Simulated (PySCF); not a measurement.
# Ga2H8P2 ((H2Ga-mu-PH2)2): the cost of one run

Computed with PySCF 2.14.0, with density-fitted response routines of our own, on a single molecule in the gas phase. Atoms count from 0, in the outputs and in this text.

## (1) Starting geometry

12 atoms, charge 0, multiplicity 1; geometry from: GFN2-xTB. The atoms were then displaced at random by about 0.03 Å, so the start is not that level's minimum.

Bonds of the start (Å): Ga0–H1 1.63, Ga0–H2 1.57, Ga0–P3 2.47, Ga0–P7 2.39, P3–Ga4 2.48, P3–H8 1.27, P3–H9 1.31, Ga4–H5 1.59, Ga4–H6 1.55, Ga4–P7 2.40, P7–H10 1.44, P7–H11 1.41.

## (2) Geometry optimisation at PBE0-D3(BJ)/def2-SVP

What the job is given:

```
{"job": {"xc": "PBE0", "basis": "def2-SVP", "d3": "d3bj", "grid": 1, "maxiter": 40, "shake": 0.03, "kind": "geom"}, "charge": 0, "multiplicity": 1}
Ga    -0.640970     0.668100    -1.454840
H     -1.054120     2.245740    -1.467080
H     -1.009620    -0.162510    -2.732240
P      1.640520     0.359590    -0.567000
Ga     0.692900    -0.762470     1.437180
H      0.946170     0.156910     2.709250
H      1.059230    -2.264180     1.445460
P     -1.495180    -0.324860     0.548300
H      2.413880    -0.350530    -1.280670
H      2.345460     1.446360    -0.356790
H     -2.365080    -1.460290     0.406960
H     -2.417740     0.365380     1.362470
```

Started as:

```bash
$ OMP_NUM_THREADS=1 python probes_run.py task.json out
```

The driver reads the jobs from task.json and runs them one after another.

Q: Estimate the wall time and peak memory of this first job on 1 thread of Intel Xeon at 2.50GHz, shared host.

About 2.8 min, with a peak of 0.58 GiB.
